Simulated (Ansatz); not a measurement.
# C: the cost of one run

Method: DFT r2SCAN, scalar-relativistic, plane waves, PAW, in Ansatz 0.2.0.

A COD entry behind a cell of this session may itself be a prediction, so a difference from it is no test against experiment.

1 further run of the same task is left out (set aside as unsound or not needed). Runs told in other sessions of the task aren't counted.

## 1. The system as given

The structure is trigonal, space group R-3m (No. 166). The conventional cell has a = 2.511 Å, b = 2.511 Å, c = 31.008 Å, α = 90.00°, β = 90.00°, γ = 120.00°. Around C (site symmetry 3m) lie 4 C at 1.54 Å. C (site symmetry 3m) has 4 C at 1.54 to 1.57 Å in its first shell of neighbours.

Structure file:

```
CELL_PARAMETERS angstrom
-2.51134 0.00000 0.00000
-1.25567 -2.17488 0.00000
1.25567 0.72496 10.33600
ATOMIC_POSITIONS crystal
C 0.02482 0.02482 0.07445
C 0.97518 0.97518 0.92555
C 0.10870 0.10870 0.32609
C 0.89130 0.89130 0.67391
C 0.15837 0.15837 0.47511
C 0.84163 0.84163 0.52489
C 0.37485 0.37485 0.12456
C 0.62515 0.62515 0.87544
C 0.42533 0.42533 0.27600
C 0.57467 0.57467 0.72400
```

It is the result of an earlier relaxation at this level (volume 5.65 Å³/atom; gap on the mesh: 4.74 eV).

## 2. The reference: the undisturbed cell on the scan's mesh

input.yaml

```yaml
crystal:
  lattice:
    - [-2.5113391176, 0.0, 0.0]
    - [-1.2556695588, -2.1748834734, 0.0]
    - [1.2556695588, 0.7249611578, 10.3359979276]
  atoms:
    - { symbol: C, position: [0.0248178013, 0.0248178013, 0.0744534038] }
    - { symbol: C, position: [0.9751821987, 0.9751821987, 0.9255465962] }
    - { symbol: C, position: [0.1086959628, 0.1086959628, 0.3260878883] }
    - { symbol: C, position: [0.8913040372, 0.8913040372, 0.6739121117] }
    - { symbol: C, position: [0.1583685877, 0.1583685877, 0.475105763] }
    - { symbol: C, position: [0.8416314123, 0.8416314123, 0.524894237] }
    - { symbol: C, position: [0.374853178, 0.374853178, 0.1245595341] }
    - { symbol: C, position: [0.625146822, 0.625146822, 0.8754404659] }
    - { symbol: C, position: [0.425332557, 0.425332557, 0.2759976711] }
    - { symbol: C, position: [0.574667443, 0.574667443, 0.7240023289] }
basis:
  ecutwfc: 500
kpoints:
  mp_grid: { grid: [10, 10, 3] }
hamiltonian:
  xc: r2scan
scf:
  occupations: { method: gaussian, width: 0.05 }
output:
  forces: true
  stress: true
  eigenvalues: true
```

Command:

```console
$ ansatz run input.yaml --threads 2 --pin off --max-ram 5120MiB --backend cpu --events-out ev --progress --plain --runs-dir out
```

Q: Estimate wall time and peak memory on 2 threads of Intel Xeon Platinum 8375C at 2.90GHz (Ice Lake), shared host.

About 8.2 s, with a peak of 0.6 GiB.
